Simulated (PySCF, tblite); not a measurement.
# C6H14AlF2N: geometry, infrared bands, NMR shifts and electronic excitations, part 1 of 2

Wanted: the infrared bands, NMR shifts and electronic excitations of C6H14AlF2N (`C[N+]1(C)[AlH2-][CH2]C[C@H]1C(F)F`), by calculation.

The runs use tblite 0.8.0 and PySCF 2.14.0, with density-fitted response routines of our own; the level of theory stands in each step. All values are computed, except where a source is named. Atoms are numbered from 0 throughout.

## 1. Starting geometry

24 atoms, charge 0, multiplicity 1; geometry from: force field or distance geometry start.

Bonds of the start (Å): C0–N1 1.44, N1–C2 1.43, N1–Al3 1.93, Al3–C4 2.01, C4–C5 1.51, C5–C6 1.51, C6–C7 1.50, C7–F8 1.38, C7–F9 1.37, C6–N1 1.42, C0–H10 1.12, C0–H11 1.11, C0–H12 1.11, C2–H13 1.11, C2–H14 1.11, C2–H15 1.11, Al3–H16 1.59, Al3–H17 1.58, C4–H18 1.11, C4–H19 1.09, C5–H20 1.12, C5–H21 1.09, C6–H22 1.09, C7–H23 1.10.

## 2. Relaxing the molecule with GFN2-xTB

What the job is given:

```
{"job": {"kind": "relax", "xc": "GFN2-xTB", "basis": "xTB"}, "charge": 0, "multiplicity": 1}
C      1.403500     0.115600     1.047600
N      0.714000    -0.010800    -0.212900
C      1.594800     0.249900    -1.304700
Al     0.179600    -1.860600    -0.351300
C     -1.578000    -1.542600     0.569400
C     -1.462500    -0.051700     0.774800
C     -0.588300     0.545100    -0.295300
C     -0.675800     2.036600    -0.186200
F     -2.018900     2.346000    -0.298800
F     -0.041600     2.700300    -1.197300
H      0.790400    -0.248600     1.917600
H      2.266300    -0.585300     1.010200
H      1.806500     1.128900     1.231500
H      2.583000     0.603800    -0.940300
H      1.203900     0.975200    -2.042100
H      1.795800    -0.723800    -1.797100
H      1.122100    -2.832600     0.475200
H     -0.009600    -2.261700    -1.866700
H     -1.581100    -2.021700     1.566500
H     -2.426800    -1.813700    -0.065700
H     -2.494900     0.358900     0.629300
H     -1.188000     0.229000     1.793600
H     -1.025100     0.256800    -1.252800
H     -0.381000     2.426800     0.802900
```

On the command line:

```
$ OMP_NUM_THREADS=1 python probes_run.py task.json out
```

The driver reads the jobs from task.json and runs them one after another.

Output:

```text
step      E/eV     max force
  0    -909.70233    3.035
  1    -910.04686    2.156
  2    -910.24004    1.092
  3    -910.34527    0.586
  4    -910.41094    0.546
  5    -910.43746    0.414
  6    -910.45822    0.281
  7    -910.47669    0.218
  8    -910.48918    0.257
  9    -910.49742    0.264
 10    -910.50532    0.228
 11    -910.51332    0.177
 12    -910.52060    0.193
 13    -910.52722    0.206
 14    -910.53313    0.181
 15    -910.53770    0.135
 16    -910.54106    0.129
 17    -910.54408    0.142
 18    -910.54771    0.197
 19    -910.55219    0.216
 20    -910.55687    0.193
 21    -910.56128    0.157
 22    -910.56594    0.157
 23    -910.57126    0.195
 24    -910.57691    0.215
 25    -910.58188    0.179
 26    -910.58563    0.135
 27    -910.58883    0.113
 28    -910.59226    0.113
 29    -910.59574    0.142
 30    -910.59895    0.129
 31    -910.60205    0.117
 32    -910.60528    0.125
 33    -910.60883    0.117
 34    -910.61303    0.152
 35    -910.61813    0.167
 36    -910.62412    0.183
 37    -910.63037    0.164
 38    -910.63532    0.162
 39    -910.63023    0.412
 40    -910.64081    0.132
 41    -910.64295    0.097
 42    -910.65049    0.163
 43    -910.65290    0.169
 44    -910.66030    0.164
 45    -910.66475    0.168
 46    -910.67003    0.144
 47    -910.67229    0.197
 48    -910.67537    0.139
 49    -910.67724    0.084
 50    -910.67967    0.078
 51    -910.68123    0.090
 52    -910.68354    0.113
 53    -910.68542    0.112
 54    -910.68721    0.086
 55    -910.68862    0.063
 56    -910.68979    0.067
 57    -910.69072    0.070
 58    -910.69146    0.057
 59    -910.69210    0.059
 60    -910.69276    0.055
 61    -910.69349    0.057
 62    -910.69395    0.044
 63    -910.69424    0.035
 64    -910.69441    0.033
 65    -910.69452    0.023
 66    -910.69461    0.020
 67    -910.69470    0.019
 68    -910.69479    0.017
 69    -910.69486    0.017
 70    -910.69491    0.014
 71    -910.69496    0.014
 72    -910.69501    0.015
 73    -910.69508    0.021
 74    -910.69516    0.024
 75    -910.69525    0.023
 76    -910.69535    0.019
 77    -910.69544    0.018
 78    -910.69552    0.016
 79    -910.69558    0.019
 80    -910.69564    0.020
 81    -910.69573    0.019
 82    -910.69585    0.023
 83    -910.69596    0.027
 84    -910.69606    0.020
 85    -910.69615    0.019
 86    -910.69625    0.019
 87    -910.69637    0.027
 88    -910.69651    0.026
 89    -910.69665    0.024
 90    -910.69681    0.029
 91    -910.69697    0.034
 92    -910.69713    0.027
 93    -910.69724    0.018
 94    -910.69732    0.016
 95    -910.69736    0.014
 96    -910.69739    0.011
 97    -910.69742    0.009
```

Run time: 0.83 s. Hardware: 1 thread of Arm Neoverse V2, shared host.

Relaxation path: (not every step is listed)

```tsv
step	energy from step 0 (eV)	largest force (eV/Å)
0	0.0000	3.0346
1	-0.3445	2.1557
2	-0.5377	1.0916
3	-0.6429	0.5861
4	-0.7086	0.5457
5	-0.7351	0.4139
6	-0.7559	0.2806
7	-0.7744	0.2177
8	-0.7869	0.2574
16	-0.8387	0.1290
24	-0.8746	0.2152
32	-0.9030	0.1253
40	-0.9385	0.1318
48	-0.9730	0.1389
56	-0.9875	0.0666
64	-0.9921	0.0330
72	-0.9927	0.0151
80	-0.9933	0.0200
88	-0.9942	0.0256
92	-0.9948	0.0268
93	-0.9949	0.0176
94	-0.9950	0.0163
95	-0.9950	0.0141
96	-0.9951	0.0109
97	-0.9951	0.0089
```

Close pairs (by a distance rule), those that changed most:

```tsv
bond	before (Å)	after (Å)	change (Å)
N1–Al3	1.930	2.080	+0.149
N1–C6	1.418	1.461	+0.043
C0–H10	1.125	1.088	-0.037
C6–C7	1.498	1.533	+0.035
C4–C5	1.509	1.541	+0.031
C5–C6	1.505	1.536	+0.031
N1–C2	1.427	1.457	+0.030
Al3–H16	1.586	1.557	-0.030
```

The end geometry stands in the next job.

## 3. Harmonic vibrations with GFN2-xTB

What the job is given:

```
{"job": {"kind": "ir", "xc": "GFN2-xTB", "basis": "xTB"}, "charge": 0, "multiplicity": 1}
C      1.431571     0.134658     1.028183
N      0.684769    -0.101578    -0.198332
C      1.536936     0.168568    -1.348345
Al     0.141376    -2.104375    -0.333359
C     -1.587816    -1.595227     0.582492
C     -1.576523    -0.065244     0.762941
C     -0.613255     0.567685    -0.252899
C     -0.580868     2.085918    -0.042536
F     -1.814483     2.597248    -0.265548
F      0.241328     2.721856    -0.916298
H      0.823422    -0.133000     1.889353
H      2.301841    -0.521724     1.022352
H      1.772014     1.170669     1.116717
H      2.006256     1.154103    -1.304610
H      0.954478     0.089012    -2.264326
H      2.313917    -0.599030    -1.375505
H      1.404239    -2.739218     0.318841
H     -0.015650    -2.258663    -1.882910
H     -1.937293    -2.050164     1.515662
H     -2.377493    -1.837470    -0.149994
H     -2.567399     0.372352     0.614899
H     -1.259044     0.199371     1.774266
H     -1.012960     0.377183    -1.256794
H     -0.281098     2.386832     0.973308
```

Output:

```text
mode    cm-1     km/mol
  1      37.0      2.76
  2      64.6      3.70
  3     119.3      1.26
  4     124.1      1.30
  5     155.6      2.10
  6     221.9      2.32
  7     237.8      0.87
  8     243.7      0.26
  9     268.6      3.40
 10     302.1      8.47
 11     315.0      1.20
 12     321.6      6.13
 13     367.2      5.46
 14     433.4      8.83
 15     450.7      5.44
 16     464.8      6.73
 17     495.5      1.40
 18     536.8    104.16
 19     548.3      7.70
 20     586.2     22.23
 21     612.1     59.62
 22     680.2    541.25
 23     769.4    442.50
 24     820.5      3.08
 25     931.5     32.58
 26     979.1      3.35
 27    1000.6     66.37
 28    1032.8     28.65
 29    1037.9    133.93
 30    1045.8     17.88
 31    1070.4     16.95
 32    1074.2     22.34
 33    1091.0     60.68
 34    1117.9      3.21
 35    1163.0      7.87
 36    1168.5      8.01
 37    1197.4      8.71
 38    1228.7     18.95
 39    1252.1      2.80
 40    1271.4      8.97
 41    1278.3      6.55
 42    1292.9     15.93
 43    1325.4      3.03
 44    1334.4      5.48
 45    1405.6      4.67
 46    1428.4      2.02
 47    1459.3      0.86
 48    1463.3      7.58
 49    1473.5      5.25
 50    1474.4     22.14
 51    1483.0      8.31
 52    1507.0      3.14
 53    1681.7    326.90
 54    1726.7    370.56
 55    2835.6     41.82
 56    2889.9     22.02
 57    2921.8     16.71
 58    2929.7     32.73
 59    2949.4     41.71
 60    2953.1     56.20
 61    2969.7     21.47
 62    2972.4     48.57
 63    2977.2     22.96
 64    3006.2      9.11
 65    3025.2     11.80
 66    3032.4     14.63
```

Wall time 1.1 s (1 thread of Arm Neoverse V2, shared host).

Which atoms move in the most intense modes:

```tsv
cm⁻¹	km/mol	atoms
537	104.2	H16 18 %, H17 14 %, C4 14 %, H19 13 %
680	541.2	H17 36 %, H16 33 %, Al3 12 %
769	442.5	H17 45 %, H16 43 %
1001	66.4	C7 31 %, C6 23 %, F9 14 %
1038	133.9	C7 42 %, F8 19 %
1091	60.7	C7 41 %, H23 11 %
1682	326.9	H17 96 %
1727	370.6	H16 96 %
```

## 4. Geometry optimisation at PBE0-D3(BJ)/def2-SVP

What the job is given:

```
{"job": {"xc": "PBE0", "basis": "def2-SVP", "d3": "d3bj", "grid": 1, "shake": 0.01, "kind": "geom"}, "charge": 0, "multiplicity": 1}
C      1.451980     0.109100     1.032360
N      0.679090    -0.106100    -0.200490
C      1.516740     0.166250    -1.357000
Al     0.174610    -2.102120    -0.336890
C     -1.590630    -1.601910     0.571940
C     -1.580430    -0.060420     0.760560
C     -0.603680     0.565690    -0.252660
C     -0.565410     2.091370    -0.047590
F     -1.816310     2.602650    -0.246200
F      0.238630     2.719420    -0.906270
H      0.814560    -0.135920     1.898180
H      2.307640    -0.520810     1.029050
H      1.743730     1.180880     1.107120
H      1.989570     1.156870    -1.297600
H      0.950030     0.078250    -2.264060
H      2.313390    -0.584970    -1.368030
H      1.406180    -2.728100     0.316790
H     -0.024910    -2.252820    -1.877080
H     -1.939440    -2.057990     1.517950
H     -2.402430    -1.830570    -0.145080
H     -2.583790     0.372970     0.605260
H     -1.251470     0.179030     1.765120
H     -1.005860     0.388750    -1.278370
H     -0.286080     2.390110     0.967220
```

Output:

```text
step   0  E = -732.85824773  max force = 0.030760
step   1  E = -732.86714301  max force = 0.008279
step   2  E = -732.86796775  max force = 0.002467
step   3  E = -732.86812989  max force = 0.001528
step   4  E = -732.86819635  max force = 0.000748
step   5  E = -732.86826737  max force = 0.001117
step   6  E = -732.86833697  max force = 0.000983
step   7  E = -732.86842692  max force = 0.001131
step   8  E = -732.86851348  max force = 0.001006
step   9  E = -732.86857932  max force = 0.001518
step  10  E = -732.86858222  max force = 0.002003
step  11  E = -732.86863135  max force = 0.001450
step  12  E = -732.86869445  max force = 0.001140
step  13  E = -732.86872466  max force = 0.000899
step  14  E = -732.86876384  max force = 0.001292
step  15  E = -732.86879718  max force = 0.000895
step  16  E = -732.86880842  max force = 0.000737
step  17  E = -732.86881582  max force = 0.000512
step  18  E = -732.86882224  max force = 0.000811
step  19  E = -732.86882822  max force = 0.000560
step  20  E = -732.86883273  max force = 0.000371
optimisation converged
```

Wall time 8.6 min (1 thread of Arm Neoverse V2, shared host); peak memory 1.1 GiB.

The steps of the relaxation:

```tsv
step	energy from step 0 (eV)	largest force component (eV/Å)
0	0.0000	1.5817
1	-0.2421	0.4257
2	-0.2645	0.1269
3	-0.2689	0.0786
4	-0.2707	0.0385
5	-0.2726	0.0574
6	-0.2745	0.0505
7	-0.2770	0.0582
8	-0.2793	0.0517
9	-0.2811	0.0781
10	-0.2812	0.1030
11	-0.2826	0.0746
12	-0.2843	0.0586
13	-0.2851	0.0462
14	-0.2862	0.0664
15	-0.2871	0.0460
16	-0.2874	0.0379
17	-0.2876	0.0263
18	-0.2877	0.0417
19	-0.2879	0.0288
20	-0.2880	0.0191
```

Distances of close pairs at the start and the end, largest changes first:

```tsv
bond	before (Å)	after (Å)	change (Å)
Al3–H16	1.528	1.607	+0.079
N1–Al3	2.063	2.130	+0.066
Al3–C4	2.047	1.993	-0.055
Al3–H17	1.560	1.606	+0.046
N1–C6	1.449	1.489	+0.040
C0–H11	1.063	1.097	+0.035
C4–C5	1.553	1.528	-0.025
C2–H14	1.073	1.098	+0.024
```

The next job starts from the end point, and lists it.

```tsv
at the end point	value
point group (found at 0.08 Å tolerance)	C1
rotational constants (GHz, main isotopes)	1.665, 0.880, 0.678
dipole moment (D)	3.09
```

## 5. Shielding tensors: PBE0/pcSseg-1

What the job is given:

```
{"job": {"kind": "nmr", "xc": "PBE0", "basis": "pcSseg-1"}, "charge": 0, "multiplicity": 1}
C      1.616503     0.295983     0.749912
N      0.659868    -0.008801    -0.324997
C      1.228538     0.379752    -1.626496
Al     0.293058    -2.106697    -0.340850
C     -1.536739    -1.751741     0.363535
C     -1.487969    -0.313574     0.877264
C     -0.690071     0.570441    -0.083335
C     -0.681321     2.014826     0.392527
F     -1.943579     2.487848     0.349890
F      0.076827     2.802771    -0.408863
H      1.192722     0.021024     1.724687
H      2.522938    -0.305418     0.604440
H      1.892580     1.363568     0.750127
H      1.444788     1.457030    -1.667721
H      0.525472     0.114514    -2.426528
H      2.155469    -0.186435    -1.792617
H      1.426764    -2.638297     0.666940
H      0.458416    -2.482026    -1.893655
H     -1.866810    -2.435398     1.161331
H     -2.284197    -1.832217    -0.445493
H     -2.482017     0.145937     1.007542
H     -1.008690    -0.275958     1.873147
H     -1.202790     0.574035    -1.059851
H     -0.307701     2.127706     1.424975
```

With the program's defaults for keys left out, this is: GIAO PBE0/pcSseg-1 NMR shielding, non-relativistic, gas phase.

Output:

```text
coarse grid: 20056 points
cycle   1  E = -733.0397082937  dE =  1.020e+00  |g| = 7.655e-01  |ddm| = 4.180e+00
cycle   2  E = -732.9552111179  dE =  8.450e-02  |g| = 1.064e+00  |ddm| = 1.301e+00
cycle   3  E = -733.1537005792  dE = -1.985e-01  |g| = 6.696e-02  |ddm| = 7.651e-01
cycle   4  E = -733.1543169286  dE = -6.163e-04  |g| = 3.662e-02  |ddm| = 8.100e-02
cycle   5  E = -733.1546099161  dE = -2.930e-04  |g| = 7.819e-03  |ddm| = 3.958e-02
cycle   6  E = -733.1546231740  dE = -1.326e-05  |g| = 2.833e-03  |ddm| = 9.194e-03
cycle   7  E = -733.1546247515  dE = -1.578e-06  |g| = 4.326e-04  |ddm| = 1.835e-03
final grid: 188552 points
cycle   8  E = -733.2253486573  dE = -9.029e-05  |g| = 1.011e-02  |ddm| = 4.729e-02
cycle   9  E = -733.2253382411  dE =  1.042e-05  |g| = 1.225e-02  |ddm| = 1.913e-02
cycle  10  E = -733.2253742477  dE = -3.601e-05  |g| = 1.356e-03  |ddm| = 1.075e-02
cycle  11  E = -733.2253745368  dE = -2.891e-07  |g| = 3.499e-04  |ddm| = 1.263e-03
cycle  12  E = -733.2253745561  dE = -1.927e-08  |g| = 9.706e-05  |ddm| = 2.572e-04
cycle  13  E = -733.2253745578  dE = -1.681e-09  |g| = 3.694e-05  |ddm| = 9.626e-05
cycle  14  E = -733.2253745581  dE = -2.906e-10  |g| = 6.600e-06  |ddm| = 3.841e-05
converged SCF energy = -733.2253745581

GIAO shielding tensors (ppm)
atom      isotropic    diamagn.    paramagn.     s11        s22        s33       span
  0 C      144.115     249.029    -104.914    121.204    135.723    175.417     54.213
  1 N      215.862     322.874    -107.012    189.837    210.389    247.361     57.524
  2 C      133.935     247.609    -113.674    107.931    118.900    174.973     67.042
  3 Al     377.475     796.023    -418.548    349.725    377.758    404.942     55.217
  4 C      181.895     249.409     -67.514    166.373    179.410    199.901     33.528
  5 C      156.287     248.034     -91.747    133.091    162.692    173.078     39.987
  6 C      114.094     252.527    -138.433     95.212    113.594    133.475     38.264
  7 C       63.389     243.726    -180.337     41.568     69.337     79.263     37.695
  8 F      316.046     471.176    -155.130    210.022    333.650    404.464    194.442
  9 F      313.453     474.498    -161.046    227.732    331.268    381.357    153.625
 10 H       28.721      31.850      -3.129     24.299     27.248     34.616     10.317
 11 H       28.755      30.785      -2.030     24.202     26.667     35.395     11.192
 12 H       29.157      31.142      -1.984     23.977     28.417     35.079     11.102
 13 H       28.318      30.615      -2.297     22.826     28.529     33.601     10.775
 14 H       28.646      30.936      -2.290     24.525     26.400     35.014     10.489
 15 H       28.669      30.158      -1.489     24.134     26.129     35.745     11.611
 16 H       27.110      30.395      -3.286     23.788     25.915     31.625      7.837
 17 H       27.025      30.325      -3.300     23.608     25.817     31.648      8.040
 18 H       31.043      29.341       1.702     26.125     27.873     39.132     13.007
 19 H       31.053      30.351       0.701     26.652     28.166     38.341     11.689
 20 H       29.177      30.546      -1.369     22.523     29.322     35.684     13.161
 21 H       29.830      32.307      -2.477     26.092     29.146     34.253      8.161
 22 H       29.044      34.434      -5.390     26.657     28.129     32.348      5.691
 23 H       25.650      30.116      -4.466     24.175     25.526     27.249      3.074
```

Wall time 63 s (1 thread of Arm Neoverse V2, shared host); peak memory 1.2 GiB.

Shifts follow as δ = σ(reference) − σ, with reference shieldings (ppm) from runs at the same level and on the same kind of geometry: 1H TMS 31.27, 13C TMS 184.4, 19F CFCl3 177.2, 15N NH3 265.7, 27Al AlH4- 489.3. The references are single molecules in the gas phase, so shifts against H2O, NH3, PH3, H3PO4 or CFCl3 are not on the usual liquid scales and can be off by tens of ppm. Shifts against hydride references such as AlH4− lie on their own scale. Atoms listed in one row are averaged.

```tsv
atoms	environment	σ (ppm)	δ (ppm)
C7	sp3 CH bonded to 2 F	63.4	121.0
C6	sp3 CH bonded to N	114.1	70.3
C2	methyl carbon bonded to N	133.9	50.5
C0	methyl carbon bonded to N	144.1	40.3
C5	sp3 CH2 in a ring	156.3	28.1
C4	sp3 CH2 bonded to Al	181.9	2.5
H23	hydrogen on an sp3 CH bonded to 2 F	25.65	5.62
H17	hydrogen on an aluminium bonded to C, N, in a 5-membered ring	27.02	4.24
H16	hydrogen on an aluminium bonded to C, N, in a 5-membered ring	27.11	4.16
H13, H14, H15	hydrogen on a methyl carbon bonded to N	28.54	2.72
H10, H11, H12	hydrogen on a methyl carbon bonded to N	28.88	2.39
H22	hydrogen on an sp3 CH bonded to N	29.04	2.22
H20	hydrogen on an sp3 CH2 in a ring	29.18	2.09
H21	hydrogen on an sp3 CH2 in a ring	29.83	1.44
H18	hydrogen on an sp3 CH2 bonded to Al	31.04	0.22
H19	hydrogen on an sp3 CH2 bonded to Al	31.05	0.21
N1	donor nitrogen of a Lewis adduct	215.9	49.8
Al3	aluminium bonded to C, N, 2 H, in a 5-membered ring	377.5	111.8
F9	fluorine of a CF2 group	313.5	-136.2
F8	fluorine of a CF2 group	316.0	-138.8
```

Charges from the same density, by scheme (e):

```tsv
atoms	Mulliken	IAO	Hirshfeld	ESP fit
C0	-0.11	-0.31	-0.06	-0.47
N1	-0.78	-0.20	-0.02	-0.07
C2	-0.09	-0.30	-0.06	-0.36
Al3	0.77	0.59	0.34	0.66
C4	-0.56	-0.62	-0.23	-0.43
C5	-0.18	-0.24	-0.08	-0.08
C6	-0.17	-0.05	0.01	-0.10
C7	0.61	0.44	0.15	0.29
F8	-0.29	-0.29	-0.09	-0.20
F9	-0.30	-0.30	-0.08	-0.19
```

Mayer bond orders: C0–N1 0.90, N1–C2 0.90, N1–Al3 0.31, Al3–C4 0.79, C4–C5 1.03, C5–C6 0.99, C6–C7 0.99, C7–F8 0.96, C7–F9 0.94, C6–N1 0.84.

Ring of atoms N1, Al3, C4, C5, C6: NICS(0) -4.8, NICS(1) -3.2, NICS(1)zz -0.1 ppm (means of both faces). The ring holds saturated atoms, so no π current runs round it: these values come from its σ bonds, any local π bonds and neighbouring rings, and say nothing of aromaticity.

Orbitals, density, ELF and potential are computed afterwards from the orbital file.

Frontier orbitals at PBE0/pcSseg-1, with the share of their density that lies nearest to each atom:

```tsv
orbital	energy (eV)	lies on
HOMO	-7.01	C4 41 %; Al3 14 %; H16, H17 about 9 % each
LUMO	0.58	Al3 22 %; H16, H17 about 14 % each; H11, H15 about 7 % each
```

ELF in a plane through or near 6 of the atoms.

Ten even steps from ' ' (0.00) to '@' (1.00):
```
                                                        
                                                        
                                                        
                                                        
                ..==--        ::::::::..                
                **@@@@++    ..::::::....                
                ++@@%%--    ..  --**..                  
                ..----::--****  ####--::++..            
            ..::::..--**==%%@@++  ..++@@**--..          
              ..    ::##::++##--..##%%==**%%%%++..      
                      ::##**++++==##%%::##@@@@##..      
            ::****--..++##==++@@----%%**==++++::        
          ..==%%%%**==..%%##++**++**%%==                
            ==##**==--..::::  ..%%@@@@@@..              
            ..::..  ::====--..  ++@@@@@@::              
                    ::++##**==    ++**::                
                    ::==++==::                          
                                                        
                                                        
                                                        
```
The map spans 11.7 Å across and 11.2 Å up, centred on the molecule. Atoms in the plane (x, y in Å): N1 (-0.5, 0.6), Al3 (1.4, 1.7), C4 (2.4, 0.0), C5 (1.3, -1.1), C7 (-1.0, -1.9), H20 (1.6, -2.1).

On the surface of density 0.002 e/bohr³ the electrostatic potential runs, from the 1st to the 99th percentile, from -1.11 to 1.53 V.

(Continued in part 2 of 2.)
